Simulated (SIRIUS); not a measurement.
ZrO:

```
Zr O
1.0
     1.82664   -2.91885    0.00000
     1.82664    2.91885    0.00000
     0.00000    0.00000    2.61994
Zr O
1 1
Direct
  0.00000 0.00000 0.00000
  0.50000 0.50000 0.00000
```

The cell was built by a generator and needn't be a form met in nature.

```yaml
Program: SIRIUS 7.10.0
Task: single point
Functional: PBE
Potentials_or_basis: PseudoDojo 0.4.1 PBE standard (scalar relativistic)
Cutoff: 1152 eV
Density_cutoff: 4606 eV
k_mesh: 9 × 9 × 10
Occupations: fermi-dirac, width 0.05 eV
Spin: no spin polarisation
```

On this cell: pressure 61.8 GPa; largest force under 0.003 eV/Å; band gap on the k mesh none (metal or under the smearing width).

The same run follows on a disturbed copy (atoms moved at random, drawn with an rms of 0.05 Å):

```
Zr O
1.0
     1.82664   -2.91885    0.00000
     1.82664    2.91885    0.00000
     0.00000    0.00000    2.61994
Zr O
1 1
Direct
  0.99234 0.00362 0.98560
  0.51169 0.50081 0.00469
```

Q: What changes?

A: The energy (extrapolated to zero smearing) moves by -15.5 meV/atom; pressure 61.0 GPa; largest force 1.908 eV/Å; band gap on the k mesh none (metal or under the smearing width).

Forces on the atoms (eV/Å):
```
Zr   1.396  1.195 -0.511
O   -1.396 -1.195  0.511
```

Stress tensor (GPa, compression positive):
```
140.59   0.55  -0.35
  0.55   0.55  -0.28
 -0.35  -0.28  41.81
```

The energy falls, though the first cell shows no forces: that form is unstable against this distortion, unless noise or another electronic state is at work.

Caveats: a pressure of tens of GPa on the cell as given is suspect, and the run, the potentials or the cell itself is likely at fault (some runs); the cell as given lies far from equilibrium (some runs).
